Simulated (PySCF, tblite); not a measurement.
**C6H10FNSi2: geometry, infrared bands and NMR shifts**

Wanted: the infrared bands and NMR shifts of C6H10FNSi2 (`C=C/C(=C\[C@H]([SiH3])C#N)[SiH2]F`), by calculation.

Computed with tblite 0.8.0 and PySCF 2.14.0, with density-fitted response routines of our own, on a single molecule in the gas phase. Atoms count from 0, in the outputs and in this text.

**1. The molecule as given**

20 atoms, charge 0, multiplicity 1; geometry from: force field or distance geometry start.

Bonds of the start (Å): C0–C1 1.29, C1–C2 1.47, C2–C3 1.31, C3–C4 1.48, C4–Si5 1.88, C4–C6 1.47, C6–N7 1.18, C2–Si8 1.84, Si8–F9 1.71, C0–H10 1.10, C0–H11 1.10, C1–H12 1.08, C3–H13 1.11, C4–H14 1.10, Si5–H15 1.45, Si5–H16 1.48, Si5–H17 1.48, Si8–H18 1.46, Si8–H19 1.47.

**2. Optimising the geometry with GFN2-xTB**

The job: settings as JSON, then the geometry in Å.

```
{"job": {"kind": "relax", "xc": "GFN2-xTB", "basis": "xTB"}, "charge": 0, "multiplicity": 1}
C     -2.234200     1.637800    -0.419600
C     -1.044800     1.248600    -0.096100
C     -0.817900    -0.184200     0.120000
C      0.347200    -0.676300     0.445100
C      1.543800     0.175300     0.658000
Si     2.516600     0.154200    -0.952800
C      2.417900    -0.484500     1.642800
N      3.105900    -1.023400     2.436600
Si    -2.225900    -1.348200    -0.096700
F     -3.446400    -0.895300     1.007900
H     -2.509800     2.683100    -0.595300
H     -3.067100     0.931500    -0.539700
H     -0.277000     1.994100     0.029100
H      0.495500    -1.763700     0.600500
H      1.319100     1.196800     1.007100
H      1.664100     0.198800    -2.118800
H      3.406500     1.330900    -0.953700
H      3.349700    -1.066600    -0.928200
H     -2.750100    -1.374400    -1.461000
H     -1.798300    -2.723600     0.211700
```

On the command line:

```bash
> OMP_NUM_THREADS=1 python probes_run.py task.json out
```

One launch serves the whole session: the jobs run in the order shown.

**Question.** This job is followed by: GFN2-xTB harmonic vibrations, gas phase; GIAO PBE0/pcSseg-1 NMR shielding, non-relativistic, gas phase. What will the session give for the following? strongest single infrared mode (GFN2-xTB); zero-point energy (GFN2-xTB); 13C shifts against TMS (PBE0/pcSseg-1); 1H shifts against TMS (PBE0/pcSseg-1, means over atoms taken as alike); 29Si shifts against TMS (PBE0/pcSseg-1); 15N shifts against NH3 (PBE0/pcSseg-1); 19F shifts against CFCl3 (PBE0/pcSseg-1).

The runs gave:

```
                                                              quantity                                               value
                             strongest single infrared mode (GFN2-xTB)                                784 cm⁻¹, 437 km/mol
                                          zero-point energy (GFN2-xTB)                                       83.5 kcal/mol
                                13C shifts against TMS (PBE0/pcSseg-1)         147.1, 143.0, 138.6, 130.3, 123.8, 15.3 ppm
1H shifts against TMS (PBE0/pcSseg-1, means over atoms taken as alike)  6.77, 6.12, 6.00, 5.89, 5.53, 5.12, 4.01, 3.37 ppm
                               29Si shifts against TMS (PBE0/pcSseg-1)                                      1.5, -61.6 ppm
                                15N shifts against NH3 (PBE0/pcSseg-1)                                           300.7 ppm
                              19F shifts against CFCl3 (PBE0/pcSseg-1)                                          -215.7 ppm
```

What this shows: Relaxing lowered the energy by 0.606 eV in 109 steps; the close pair that moved most is Si8–F9, from 1.707 to 1.614 Å. All 54 modes are real, so the xTB geometry is a minimum. The strongest single mode, at 784 cm⁻¹, has its largest shares on H19, H18, H15 and H17 (the list is cut at 4 atoms). Unscaled tight-binding wavenumbers are off by several per cent, some by more. Its intensities can rank the bands wrongly. At PBE0/pcSseg-1: Shielding is most anisotropic at N7 (span 494 ppm, paramagnetic term -373 ppm).
